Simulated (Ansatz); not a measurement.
# Nb2AlC: the cost of one run

Computed with Ansatz 0.2.0 (DFT r2SCAN, scalar-relativistic, plane waves, PAW, unless a step's input says otherwise).

1 further run of the same task is left out (set aside as unsound or not needed).

**1. The system as given**

Symmetry: P6_3/mmc, No. 194, hexagonal system. The conventional cell has a = 3.104 Å, b = 3.104 Å, c = 13.957 Å, α = 90.00°, β = 90.00°, γ = 120.00°. Around Al (site symmetry -6m2) lie 6 Nb at 2.87 Å and 6 Al at 3.10 Å. Nb (site symmetry 3m) has 3 C at 2.18 Å as nearest neighbours. C (site symmetry -3m) is surrounded by 6 Nb at 2.18 Å.

As a file:

```cif
data_structure
_symmetry_space_group_name_H-M 'P 1'
_symmetry_Int_Tables_number 1
_cell_length_a 3.1036
_cell_length_b 3.1036
_cell_length_c 13.9571
_cell_angle_alpha 90.000
_cell_angle_beta 90.000
_cell_angle_gamma 120.000
_cell_volume 116.43
loop_
_atom_site_label
_atom_site_type_symbol
_atom_site_fract_x
_atom_site_fract_y
_atom_site_fract_z
_atom_site_occupancy
Al1 Al 0.33333 0.66667 0.75000 1
Al2 Al 0.66667 0.33333 0.25000 1
Nb1 Nb 0.33333 0.66667 0.08942 1
Nb2 Nb 0.66667 0.33333 0.58942 1
Nb3 Nb 0.66667 0.33333 0.91058 1
Nb4 Nb 0.33333 0.66667 0.41058 1
C1 C 0.00000 0.00000 0.00000 1
C2 C 0.00000 0.00000 0.50000 1
```

It goes back to an entry of the Materials Project, which need not be the stable form.

It is the result of an earlier relaxation at this level (volume 14.55 Å³/atom; gap on the mesh: none (metal)).

**2. Volume × 0.97**

Input file input.yaml:

```yaml
crystal:
  lattice:
    - [3.0722215716, 0.0, 0.0]
    - [-1.5361107858, 2.6606219271, 0.0]
    - [0.0, 0.0, 13.8160855963]
  atoms:
    - { symbol: Al, position: [0.3333333333, 0.6666666667, 0.75] }
    - { symbol: Al, position: [0.6666666667, 0.3333333333, 0.25] }
    - { symbol: Nb, position: [0.3333333333, 0.6666666667, 0.0894156741] }
    - { symbol: Nb, position: [0.6666666667, 0.3333333333, 0.5894156741] }
    - { symbol: Nb, position: [0.6666666667, 0.3333333333, 0.9105843259] }
    - { symbol: Nb, position: [0.3333333333, 0.6666666667, 0.4105843259] }
    - { symbol: C, position: [0.0, 0.0, 0.0] }
    - { symbol: C, position: [0.0, 0.0, 0.5] }
basis:
  ecutwfc: 500
kpoints:
  mp_grid: { grid: [12, 12, 4] }
hamiltonian:
  xc: r2scan
scf:
  occupations: { method: gaussian, width: 0.1 }
output:
  forces: true
  stress: true
  eigenvalues: true
relax:
  adjacent_minimum: "off"
  f_tol: 0.01
  max_steps: 30
  cell: { stress_tol: 0.1, fix: [volume] }
```

Run with:

```bash
$ ansatz run input.yaml --threads 2 --pin off --max-ram 5120MiB --backend cpu --events-out ev --progress --plain --runs-dir out
```

**Question.** How long does this run take on 2 threads of Oxide Virtual Turin-like (Zen 5), shared host, and how much memory does it need?

About 70 s, with a peak of 0.86 GiB.
